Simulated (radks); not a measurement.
**He⁺ in 2s1: an all-electron calculation**

An exercise on one series of results from a longer session: the logs are not shown, and one member is left open.

Method: Dirac Kohn-Sham, PBE, spin-unpolarised, spherical densities, finite nucleus. Code: radks (a radial shooting solver on a logarithmic mesh, Libxc functionals) version 1.

## What is computed

* element: helium (Z = 2)
* charge: +1
* electrons: 1
* configuration: 2s1
* nuclear rms radius: 1.6755 fm

The outer shells:

He⁺
```
2s [↑ ]
```

Set-up of the first run:

Input:

```text
Z 2
configuration 2s1 1s0 2p0
relativity Dirac
functional pbe,pbe
spin unpolarised
j_filling average
nucleus finite rms 1.6755 fm
c 137.035999084
```

Started as:

```
python run_ks.py task.json out
```

All runs below come from this command, one after another.

Among the steps run: Self-consistent calculation.

One of the session's tables, all rows but one given; the rest of the session is left out.

It belongs to the step «Orbitals and density». From the orbitals of this run (lengths in bohr):

```
level    <r>  outermost maximum (interpolated)  90 % within
1s1/2      ?                                 ?            ?
2s1/2  2.981                              2.60         4.52
2p1/2  2.644                              2.17         4.19
2p3/2  2.644                              2.17         4.19
```

Estimate the missing values for 1s1/2.

As computed: <r>: 0.7152; outermost maximum (interpolated): 0.473; 90 % within: 1.28. In the column «<r>» it is the lowest.
